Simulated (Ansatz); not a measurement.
# C₂H₉AlFN: one species, many methods

The task here is to estimate one member of a computed series from the others.

Computed with Ansatz 0.2.0, Gaussian basis. Level: functionals in def2-TZVPP, the program's frozen cores in correlated methods.

Levels to be run: LDA (SPW92), PBE-D4, revPBE-D4, BLYP-D4, r2SCAN-D4, B97M-V, PBE0-D4, B3LYP-D4, r2SCANh-D4, r2SCAN0-D4, HSE06-D4, BHLYP-D4, CAM-B3LYP-D4, LC-ωPBE, ωB97X-V, ωB97M-V, B2PLYP, PBE-QIDH; CCSD(T)/def2-SVP; CCSD(T)/def2-TZVPP; MP2/def2-QZVPP; extrapolation to the limit; RPA on PBE.

## Structure used throughout

An earlier PBE0-D4 in a triple-zeta def2 set relaxation fixed the geometry.

SMILES `[CH3][Al-]([CH3])([NH3+])[F]`, 14 atoms, charge 0, spin multiplicity 1.

Atoms are counted from 1 here; the program's logs count them from 0.

Bond lengths: C1–Al2 1.965 Å, C1–H6 1.096 Å, C1–H7 1.095 Å, C1–H8 1.096 Å, Al2–C3 1.965 Å, Al2–N4 2.057 Å, Al2–F5 1.687 Å, C3–H9 1.096 Å, C3–H10 1.095 Å, C3–H11 1.096 Å, N4–H12 1.014 Å, N4–H13 1.015 Å, N4–H14 1.015 Å. Angles: Al2–C1–H6 112.6°, Al2–C1–H7 111.1°, Al2–C1–H8 112.8°, H6–C1–H7 106.3°, H6–C1–H8 107.4°, H7–C1–H8 106.4°, C1–Al2–C3 120.8°, C1–Al2–N4 102.8°, C1–Al2–F5 115.2°, C3–Al2–N4 102.7°, C3–Al2–F5 115.2°, N4–Al2–F5 93.9°, Al2–C3–H9 112.8°, Al2–C3–H10 111.1°, Al2–C3–H11 112.6°, H9–C3–H10 106.3°, H9–C3–H11 107.4°, H10–C3–H11 106.3° and more.

Set-up of the first run:

Input file in.yaml:

```yaml
crystal:
  periodic: [false, false, false]
  atoms:
    - {symbol: C, position_ang: [-1.663826, 0.960466, -0.202969]}
    - {symbol: Al, position_ang: [0.209064, 0.390433, -0.366557]}
    - {symbol: C, position_ang: [1.448113, 0.560752, 1.148464]}
    - {symbol: N, position_ang: [0.046763, -1.647501, -0.592852]}
    - {symbol: F, position_ang: [0.899597, 0.619484, -1.888141]}
    - {symbol: H, position_ang: [-2.152750, 0.547853, 0.687135]}
    - {symbol: H, position_ang: [-1.738310, 2.049704, -0.116394]}
    - {symbol: H, position_ang: [-2.270145, 0.677837, -1.070571]}
    - {symbol: H, position_ang: [2.410116, 0.069023, 0.966815]}
    - {symbol: H, position_ang: [1.673786, 1.612070, 1.356570]}
    - {symbol: H, position_ang: [1.037719, 0.145606, 2.076253]}
    - {symbol: H, position_ang: [-0.334732, -2.132261, 0.212203]}
    - {symbol: H, position_ang: [0.965688, -2.032665, -0.787869]}
    - {symbol: H, position_ang: [-0.544084, -1.850102, -1.393187]}
basis:
  gaussian: {orbitals: def2-TZVPP}
hamiltonian: {xc: lda}
output: {orbitals: {seedname: orbitals}}
```

The run is started by

```
$ ansatz run in.yaml --threads 4 --pin off --events-out ev --progress --plain --max-ram 10444MiB
```

Steps of the session up to this table: LDA; PBE-D4 (GGA); revPBE-D4 (GGA); BLYP-D4 (GGA); r2SCAN-D4 (meta-GGA); B97M-V (meta-GGA); PBE0-D4 (hybrid); B3LYP-D4 (hybrid); r2SCANh-D4 (hybrid); r2SCAN0-D4 (hybrid); HSE06-D4 (hybrid); BHLYP-D4 (hybrid); CAM-B3LYP-D4 (range-separated); LC-ωPBE (range-separated); ωB97X-V (range-separated); ωB97M-V (range-separated); B2PLYP (double hybrid); PBE-QIDH (double hybrid).

One table of the session follows, with a row left open; its other results are not shown here.

It belongs to the step «Orbital energies across the functionals». 

```
  functional  HOMO (eV)  gap (eV)
 LDA (SPW92)      -5.82      4.76
      PBE-D4      -5.69      4.72
   revPBE-D4      -5.64      4.72
     BLYP-D4      -5.58      4.55
   r2SCAN-D4      -5.96      5.75
      B97M-V      -6.04      5.25
     PBE0-D4      -7.00      6.84
    B3LYP-D4      -6.78      6.25
  r2SCANh-D4      -6.44      6.47
  r2SCAN0-D4      -7.18      7.54
    HSE06-D4      -6.59      6.07
    BHLYP-D4      -8.22      8.62
CAM-B3LYP-D4      -8.39      8.96
     LC-ωPBE          ?         ?
     ωB97X-V      -9.40     11.09
     ωB97M-V      -9.25     10.47
```

**Question.** Estimate the row for LC-ωPBE.

The run gave: HOMO (eV): -9.76; gap (eV): 11.69. In the column «HOMO (eV)» it is the lowest.
